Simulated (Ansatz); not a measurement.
# C2H5ClFGaO: vertical ionisation energy

An exercise on one series of results from a longer session: the logs are not shown, and one member is left open.

Computed with Ansatz 0.2.0, Gaussian basis. Level: unrestricted cation, the program's frozen cores in correlated methods.

Levels to be run: UKS PBE-D4/def2-TZVPP; UKS r2SCAN-D4/def2-TZVPP; UKS PBE0-D4/def2-TZVPP; UKS B3LYP-D4/def2-TZVPP; UKS wB97X-V/def2-TZVPP; UKS wB97M-V/def2-TZVPP; UKS B2PLYP/def2-TZVPP; UHF-CCSD(T)/def2-TZVPP; UHF-MP2/def2-QZVPP; extrapolation to the limit; then −ε(HOMO) from the neutral's earlier runs with LDA (SPW92), PBE-D4, revPBE-D4, BLYP-D4, r2SCAN-D4, B97M-V, PBE0-D4, B3LYP-D4, r2SCANh-D4, r2SCAN0-D4, HSE06-D4, BHLYP-D4, CAM-B3LYP-D4, LC-ωPBE, ωB97X-V, ωB97M-V.

## The relaxed structure

The geometry comes from an earlier relaxation with PBE0-D4 in a triple-zeta def2 set; it is a stationary point, not always the lowest conformer.

SMILES `CC[O][Ga]([F])[Cl]`, 11 atoms, charge 0, spin multiplicity 1.

Atoms are counted from 1 here; the program's logs count them from 0.

Bond lengths: C1–C2 1.511 Å, C1–H7 1.093 Å, C1–H8 1.095 Å, C1–H9 1.092 Å, C2–O3 1.420 Å, C2–H10 1.094 Å, C2–H11 1.097 Å, O3–Ga4 1.758 Å, Ga4–F5 1.745 Å, Ga4–Cl6 2.105 Å. Angles: C2–C1–H7 110.6°, C2–C1–H8 110.9°, C2–C1–H9 110.6°, H7–C1–H8 107.5°, H7–C1–H9 108.3°, H8–C1–H9 108.9°, C1–C2–O3 112.3°, C1–C2–H10 110.3°, C1–C2–H11 110.1°, O3–C2–H10 105.8°, O3–C2–H11 110.8°, H10–C2–H11 107.3°, C2–O3–Ga4 121.9°, O3–Ga4–F5 119.4°, O3–Ga4–Cl6 122.1°, F5–Ga4–Cl6 118.5°.

As a file:

```xyz
11
C2H5ClFGaO
C     0.0022   -1.2604    0.6729
C     0.9982   -0.2461    0.1617
O     0.5005    1.0823    0.2316
Ga   -0.8275    1.6298   -0.7815
F    -1.4534    0.5716   -2.0200
Cl   -1.6708    3.5475   -0.5810
H     0.4399   -2.2620    0.6734
H    -0.8870   -1.2899    0.0352
H    -0.3031   -1.0182    1.6931
H     1.9026   -0.2591    0.7778
H     1.2984   -0.4955   -0.8631
```

The first run:

in.yaml

```yaml
crystal:
  periodic: [false, false, false]
  atoms:
    - {symbol: C, position_ang: [0.002164, -1.260449, 0.672856]}
    - {symbol: C, position_ang: [0.998241, -0.246130, 0.161681]}
    - {symbol: O, position_ang: [0.500491, 1.082263, 0.231581]}
    - {symbol: Ga, position_ang: [-0.827547, 1.629788, -0.781549]}
    - {symbol: F, position_ang: [-1.453386, 0.571634, -2.019993]}
    - {symbol: Cl, position_ang: [-1.670770, 3.547513, -0.580974]}
    - {symbol: H, position_ang: [0.439913, -2.261980, 0.673387]}
    - {symbol: H, position_ang: [-0.887039, -1.289891, 0.035172]}
    - {symbol: H, position_ang: [-0.303065, -1.018193, 1.693114]}
    - {symbol: H, position_ang: [1.902626, -0.259058, 0.777805]}
    - {symbol: H, position_ang: [1.298374, -0.495497, -0.863069]}
basis:
  gaussian: {orbitals: def2-TZVPP}
total_charge: 1
magnetization: {spin_polarized: true, initial_magnetization: 1}
hamiltonian: {xc: pbe, dispersion: d4}
```

Command:

```sh
ansatz run in.yaml --threads 2 --pin off --events-out ev --progress --plain --max-ram 22528MiB --backend cuda --devices 0, --max-vram 18GiB
```

Steps of the session up to this table: Cation, UKS PBE-D4/def2-TZVPP; Cation, UKS r2SCAN-D4/def2-TZVPP; Cation, UKS PBE0-D4/def2-TZVPP; Cation, UKS B3LYP-D4/def2-TZVPP; Cation, UKS wB97X-V/def2-TZVPP; Cation, UKS wB97M-V/def2-TZVPP; Cation, UKS B2PLYP (frozen core)/def2-TZVPP; Cation, UHF-CCSD(T)/def2-TZVPP; Cation, UHF-MP2/def2-QZVPP.

One table of the session follows, with a row left open; its other results are not shown here.

Orbital estimates, from the neutral's runs:

```
  functional  −ε(HOMO) (eV)
 LDA (SPW92)           7.21
      PBE-D4           7.02
   revPBE-D4           6.94
     BLYP-D4           6.92
   r2SCAN-D4           7.34
      B97M-V           7.45
     PBE0-D4           8.54
    B3LYP-D4           8.31
  r2SCANh-D4              ?
  r2SCAN0-D4           8.77
    HSE06-D4           8.13
    BHLYP-D4          10.03
CAM-B3LYP-D4          10.01
     LC-ωPBE          11.35
     ωB97X-V          11.01
     ωB97M-V          10.93
```

Estimate the missing values for r2SCANh-D4.

Worked estimate for «−ε(HOMO) (eV)». Against the share of exact exchange, r2SCAN-D4 (0, 7.34), r2SCAN0-D4 (0.25, 8.77) give a slope of 5.72 per unit share; at 0.1 the line stands at 7.91.

**Answer.** −ε(HOMO) (eV): 7.91. In «−ε(HOMO) (eV)» the line misses by 0.00.

To keep in mind: The cation may have settled in a state other than its lowest; no search over hole states beyond the program's own was made.
